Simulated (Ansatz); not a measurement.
# ScS4: the cost of one run

Computed with Ansatz 0.2.0 (DFT PBE, scalar-relativistic, plane waves, PAW, unless a step names another level, unless a step's input says otherwise).

**1. The system as given**

The structure is tetragonal, space group P4/nbm (No. 125). Conventional cell: a = 5.568 Å, b = 5.568 Å, c = 7.175 Å, α = 90.00°, β = 90.00°, γ = 90.00°. Sc (site symmetry 422) is surrounded by 8 S at 2.70 Å. S (site symmetry m) is surrounded by 1 S at 2.06 Å and 2 Sc at 2.70 Å.

As a file:

```cif
data_structure
_symmetry_space_group_name_H-M 'P 1'
_symmetry_Int_Tables_number 1
_cell_length_a 5.5681
_cell_length_b 5.5681
_cell_length_c 7.1749
_cell_angle_alpha 90.000
_cell_angle_beta 90.000
_cell_angle_gamma 90.000
_cell_volume 222.45
loop_
_atom_site_label
_atom_site_type_symbol
_atom_site_fract_x
_atom_site_fract_y
_atom_site_fract_z
_atom_site_occupancy
Sc1 Sc 0.50000 0.50000 0.00000 1
Sc2 Sc 0.00000 0.00000 0.00000 1
S1 S 0.86904 0.36904 0.22091 1
S2 S 0.13096 0.63096 0.22091 1
S3 S 0.86904 0.63096 0.77909 1
S4 S 0.13096 0.36904 0.77909 1
S5 S 0.63096 0.13096 0.77909 1
S6 S 0.36904 0.86904 0.77909 1
S7 S 0.36904 0.13096 0.22091 1
S8 S 0.63096 0.86904 0.22091 1
```

It came out lowest among 32 distinct ends of the trial cells. At a tolerance of 0.05 Å it has space group P4/nbm (No. 125).

**2. A stricter relaxation, on the response runs' mesh and smearing**

input.yaml

```yaml
crystal:
  lattice:
    - [5.5680869082, 0.0, 0.0]
    - [0.0, 5.5680869082, 0.0]
    - [0.0, 0.0, 7.1749089772]
  atoms:
    - { symbol: Sc, position: [0.5, 0.5, 0.0] }
    - { symbol: Sc, position: [0.0, 0.0, 0.0] }
    - { symbol: S, position: [0.8690404365, 0.3690404365, 0.2209095162] }
    - { symbol: S, position: [0.1309595635, 0.6309595635, 0.2209095162] }
    - { symbol: S, position: [0.8690404365, 0.6309595635, 0.7790904838] }
    - { symbol: S, position: [0.1309595635, 0.3690404365, 0.7790904838] }
    - { symbol: S, position: [0.6309595635, 0.1309595635, 0.7790904838] }
    - { symbol: S, position: [0.3690404365, 0.8690404365, 0.7790904838] }
    - { symbol: S, position: [0.3690404365, 0.1309595635, 0.2209095162] }
    - { symbol: S, position: [0.6309595635, 0.8690404365, 0.2209095162] }
basis:
  ecutwfc: 420
kpoints:
  mp_grid: { grid: [6, 6, 6] }
hamiltonian:
  xc: pbe
scf:
  occupations: { method: gaussian, width: 0.1 }
output:
  forces: true
  stress: true
  eigenvalues: true
relax:
  adjacent_minimum: "off"
  f_tol: 0.001
  max_steps: 60
  cell: { stress_tol: 0.01 }
```

Started as:

```console
ansatz run input.yaml --threads 3 --pin off --max-ram 7680MiB --backend cpu --events-out ev --progress --plain --runs-dir out
```

**Question.** How long does this run take on 3 threads of AMD EPYC 7R43 (Zen 3), shared host, and how much memory does it need?

About 18 s, with a peak of 0.78 GiB.
